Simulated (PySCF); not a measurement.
# A diatomic session: SnO

One table from this session's results is given with a row withheld; the runs are named, their logs left out.

Program: PySCF 2.14.0. Level of theory: Sn cc-pVDZ-PP with ECP28, O cc-pVDZ, scalar-relativistic core potentials. These are calculated values, not measurements.

The first run:

Settings of the job:

| Quantity | Value |
| --- | --- |
| atoms | Sn, O |
| charge | 0 |
| basis | Sn cc-pVDZ-PP with ECP28, O cc-pVDZ |
| Hamiltonian | scalar-relativistic core potentials |
| basis functions | 37 |
| electrons treated | 30 |
| masses in u | 119.9022, 15.9949 |
| levels | PBE0, PBE, r²SCAN, B97-3, BLYP, PW91, ωB97X, HF, MP2, SCS-MP2, CCSD, CCSD(T) |
| grid | 80 radial by 434 angular points |
| occupations | held fixed by the projection of orbital angular momentum |
| dissociation limit | Sn + O, each in its ground configuration |
| starting distance in angstrom | 1.950 |
| values of 2S to try | 0, 2, 4 |

Steps of the session up to this table: Set-up; First curve: PBE0; Other states along the same grid; PBE; r²SCAN; B97-3; BLYP; PW91 (GGA); ωB97X (range-separated hybrid); RHF (mean field); Correlated methods on the Hartree–Fock reference.

One of the session's tables, all rows but one given; the rest of the session is left out.

| level | Re (Å) | ωe (cm⁻¹) | De (eV) |
| --- | --- | --- | --- |
| RHF | 1.805 | 957 | 1.20 |
| RHF-MP2 | 1.883 | 763 | 5.36 |
| RHF-SCS-MP2 | 1.875 | 781 | 5.06 |
| RHF-CCSD | 1.849 | 850 | 4.30 |
| RHF-CCSD(T) | 1.878 | 769 | 4.77 |
| PBE | 1.873 | 790 | 5.89 |
| PW91 | 1.871 | 792 | 5.94 |
| BLYP | 1.882 | 775 | 5.87 |
| r²SCAN | 1.853 | 831 | 5.33 |
| PBE0 | 1.842 | 855 | 4.96 |
| B97-3 | 1.847 | 847 | 5.11 |
| ωB97X | ? | ? | ? |

Q: Estimate the row for ωB97X from the others.

**Answer.** Re (Å): 1.830; ωe (cm⁻¹): 887; De (eV): 5.30. In the column «Re (Å)» it lies between RHF (1.805) and PBE0 (1.842).

De is counted to Sn + O in their ground configurations.
